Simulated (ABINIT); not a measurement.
Crystal: Ta3N.

```
CELL_PARAMETERS angstrom
3.03222 0.00000 0.00000
-1.51611 2.62598 0.00000
0.00000 0.00000 7.52414
ATOMIC_POSITIONS crystal
Ta 0.66667 0.33333 0.82607
Ta 0.33333 0.66667 0.17393
Ta 0.00000 0.00000 0.50000
N 0.00000 0.00000 0.00000
```

The cell comes from a database or a generator and needn't be the stable form of this composition.

| Quantity | Value |
| --- | --- |
| Program | ABINIT 10.8.3 (patched build) |
| Task | relaxation of cell and atoms |
| Functional | PBEsol |
| Potentials or basis | PseudoDojo NC SR PBEsol v0.4.1 standard |
| Cutoff | 1143 eV |
| k mesh | 6 × 6 × 2 |
| Occupations | fermi-dirac, width 0.05 eV |
| Spin | no spin polarisation |

At the start: pressure -7.5 GPa; volume 14.98 Å³/atom.

Q: How do energy, volume and symmetry change on relaxing?

A: Over 8 steps the energy falls by 14.7 meV/atom and the volume is 14.51 Å³/atom (-3.1 %); space group P-3m1 (No. 164, to 0.05 Å).

The path:
| step | energy change (eV) | largest force (eV/Å) | pressure (GPa) | volume (Å³) |
| --- | --- | --- | --- | --- |
| 1 | 0.0000 | 0.3332 | -7.46 | 59.91 |
| 2 | -0.0459 | 0.0672 | -1.75 | 58.55 |
| 3 | -0.0529 | 0.0053 | 0.61 | 57.99 |
| 4 | -0.0563 | 0.1001 | 0.97 | 57.92 |
| 5 | -0.0583 | 0.0307 | 0.70 | 57.87 |
| 6 | -0.0588 | 0.0176 | 0.04 | 58.06 |
| 7 | -0.0588 | 0.0001 | 0.01 | 58.06 |
| 8 | -0.0588 | 0.0000 | 0.00 | 58.06 |

Final structure:
```cif
data_structure
_symmetry_space_group_name_H-M 'P 1'
_symmetry_Int_Tables_number 1
_cell_length_a 2.9767
_cell_length_b 2.9767
_cell_length_c 7.5656
_cell_angle_alpha 90.000
_cell_angle_beta 90.000
_cell_angle_gamma 120.000
_cell_volume 58.06
loop_
_atom_site_label
_atom_site_type_symbol
_atom_site_fract_x
_atom_site_fract_y
_atom_site_fract_z
_atom_site_occupancy
Ta1 Ta 0.66667 0.33333 0.82556 1
Ta2 Ta 0.33333 0.66667 0.17444 1
Ta3 Ta 0.00000 0.00000 0.50000 1
N1 N 0.00000 0.00000 0.00000 1
```

Caveat: the k mesh is coarse (spacing up to 0.42 Å⁻¹), so the values aren't converged.
